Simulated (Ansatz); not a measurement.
# BH7N2O: the cost of one run

Method: RKS BHLYP/6-31G*, in Ansatz 0.2.0.

## 1. The system as given

Bond lengths: B1–N3 1.550 Å, N3–H4 1.060 Å, N3–H5 1.060 Å, B1–N6 1.550 Å, N6–H7 1.060 Å, N6–H8 1.060 Å, B1–O9 1.710 Å, O9–H10 1.010 Å. Angles: B1–N3–H4 120.0°, B1–N3–H5 120.0°, H4–N3–H5 120.0°, N3–B1–N6 120.0°, N3–B1–O9 105.4°, N6–B1–O9 92.8°, B1–N6–H7 120.0°, B1–N6–H8 120.0°, H7–N6–H8 120.0°, B1–O9–H10 109.5°.

Coordinates:

```xyz
11

B     0.0000    0.0000    0.0000
H     0.0000    0.0000    1.5400
N     1.3423    0.0000   -0.7750
H     1.8089   -0.9179   -1.0268
H     1.7937    0.9179   -1.0532
N    -1.3423    0.0000   -0.7750
H    -2.0112   -0.8164   -0.6764
H    -1.5914    0.8164   -1.4036
O    -0.2139    1.6086    0.5392
H    -1.1525    1.9139    0.3252
H    -0.1135    0.8538    1.5370
```

## 2. A restrained relaxation towards end A

Springs on the bonds that form and break draw the guess towards this end; the thresholds are loose.

Contents of input.yaml:

```yaml
crystal:
  periodic: [false, false, false]
  atoms:
    - { symbol: B, position_ang: [0.0, 0.0, 0.0] }
    - { symbol: H, position_ang: [0.0, 0.0, 1.54] }
    - { symbol: "N", position_ang: [1.3423, 0.0, -0.775] }
    - { symbol: H, position_ang: [1.8089, -0.9179, -1.0268] }
    - { symbol: H, position_ang: [1.7937, 0.9179, -1.0532] }
    - { symbol: "N", position_ang: [-1.3423, 0.0, -0.775] }
    - { symbol: H, position_ang: [-2.0112, -0.8164, -0.6764] }
    - { symbol: H, position_ang: [-1.5914, 0.8164, -1.4036] }
    - { symbol: O, position_ang: [-0.2139, 1.6086, 0.5392] }
    - { symbol: H, position_ang: [-1.1525, 1.9139, 0.3252] }
    - { symbol: H, position_ang: [-0.1135, 0.8538, 1.537] }
basis:
  gaussian: { orbitals: "6-31G*" }
hamiltonian:
  xc: { name: BHLYP }
relax:
  f_tol: 0.15
  max_steps: 25
  restrain:
    - { distance: [0, 8], at: 2.61, k: 30.0 }
    - { distance: [10, 1], at: 1.86, k: 30.0 }
    - { distance: [0, 1], at: 1.19, k: 30.0 }
    - { distance: [10, 8], at: 1.01, k: 30.0 }
```

Command:

```console
ansatz run input.yaml --threads 1 --pin off --max-ram 2048MiB --backend cpu --events-out ev --progress --plain --runs-dir out
```

What time and memory should one allow on 1 thread of Intel Xeon Platinum 8488C (Sapphire Rapids), shared host?

About 36 s, with a peak of 0.18 GiB.
